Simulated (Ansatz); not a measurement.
**CH4F2SSn: a ladder of functionals and wavefunction methods**

How much do the methods differ for CH4F2SSn? The plan is to run it at one geometry with functionals of several rungs and with coupled cluster. The yardstick is the atomisation energy at the CCSD(T) limit.

Method: functionals in def2-TZVPP, the program's frozen cores in correlated methods; program: Ansatz 0.2.0, Gaussian basis.

The runs, in order: PBE-D4, r2SCAN-D4, PBE0-D4, B3LYP-D4, ωB97X-V, ωB97M-V, B2PLYP; CCSD(T)/def2-TZVPP; MP2/def2-QZVPP; extrapolation to the limit.

### 1 The geometry

All runs share one geometry, relaxed beforehand with PBE0-D4 in a triple-zeta def2 set. Sn takes the def2 core potential; no spin-orbit term is included.

SMILES `F[CH](F)[SnH2][SH]`, 9 atoms, charge 0, spin multiplicity 1.

Atoms are counted from 1 here; the program's logs count them from 0.

Bond lengths: F1–C2 1.364 Å, C2–F3 1.358 Å, C2–Sn4 2.199 Å, C2–H6 1.096 Å, Sn4–S5 2.393 Å, Sn4–H7 1.702 Å, Sn4–H8 1.708 Å, S5–H9 1.344 Å. Angles: F1–C2–F3 107.5°, F1–C2–Sn4 108.8°, F1–C2–H6 107.4°, F3–C2–Sn4 110.8°, F3–C2–H6 107.7°, Sn4–C2–H6 114.4°, C2–Sn4–S5 106.5°, C2–Sn4–H7 111.4°, C2–Sn4–H8 108.0°, S5–Sn4–H7 107.1°, S5–Sn4–H8 111.4°, H7–Sn4–H8 112.2°, Sn4–S5–H9 92.9°.

### 2 PBE-D4 (GGA)

The input, in.yaml:

```yaml
crystal:
  periodic: [false, false, false]
  atoms:
    - {symbol: F, position_ang: [-0.909786, 0.422629, 1.667991]}
    - {symbol: C, position_ang: [0.372103, 0.427345, 1.202456]}
    - {symbol: F, position_ang: [0.758872, 1.723356, 1.082624]}
    - {symbol: Sn, position_ang: [0.421744, -0.584878, -0.748828]}
    - {symbol: S, position_ang: [-1.349490, 0.359927, -2.051752]}
    - {symbol: H, position_ang: [1.000652, -0.038795, 1.969590]}
    - {symbol: H, position_ang: [1.875315, -0.270427, -1.575521]}
    - {symbol: H, position_ang: [0.177115, -2.254598, -0.483835]}
    - {symbol: H, position_ang: [-2.258125, 0.169040, -1.079925]}
basis:
  gaussian: {orbitals: def2-TZVPP}
hamiltonian: {xc: pbe, dispersion: d4}
output: {forces: true, orbitals: {seedname: orbitals}}
```

Run with:

```sh
$ ansatz run in.yaml --threads 4 --pin off --events-out ev --progress --plain --max-ram 10444MiB
```

Further steps of the session: r2SCAN-D4 (meta-GGA); PBE0-D4 (hybrid); B3LYP-D4 (hybrid); ωB97X-V (range-separated); ωB97M-V (range-separated); B2PLYP (double hybrid); CCSD(T) in def2-TZVPP; MP2 in def2-QZVPP.

**Question.** What will the summary of the whole plan be? Wanted: atomisation energy, CCSD(T)/CBS; farthest; mean size of error, hybrid; mean size of error, range-separated; gap, smallest and largest; T1 diagnostic; triples share of the correlation energy.

As calculated:

| quantity | value |
| --- | --- |
| atomisation energy, CCSD(T)/CBS | 660.7 kcal/mol |
| functionals within 6.6 kcal/mol (1.0 %) | r2SCAN-D4, PBE0-D4, ωB97X-V, ωB97M-V |
| farthest | B2PLYP (-16.4 kcal/mol) |
| mean size of error, hybrid | 7.1 kcal/mol |
| mean size of error, range-separated | 2.0 kcal/mol |
| gap, smallest and largest | 4.58 eV (PBE-D4), 10.92 eV (ωB97X-V) |
| T1 diagnostic | 0.0130 |
| triples share of the correlation energy | 3.3 % |

**Reading.** PBE-D4 is off by +13.2 kcal/mol. Double hybrids carry the basis error of their MP2 part in triple zeta, and no dispersion term here, so their miss is partly the set-up's. Misses under about 6.6 kcal/mol are within the doubt on the reference itself, which lacks core-valence correlation, spin-orbit coupling and higher excitations, and its outer-core shells are covered unevenly. All levels share the lack of spin-orbit coupling, which lowers the free heavy atoms and so the true binding. Hartree-Fock recovers 67 % of the binding; the rest is correlation. Orbital gaps span 4.6 to 10.9 eV; exact exchange widens them. Correlated methods include outer-core shells of Sn, which these sets cover unevenly.
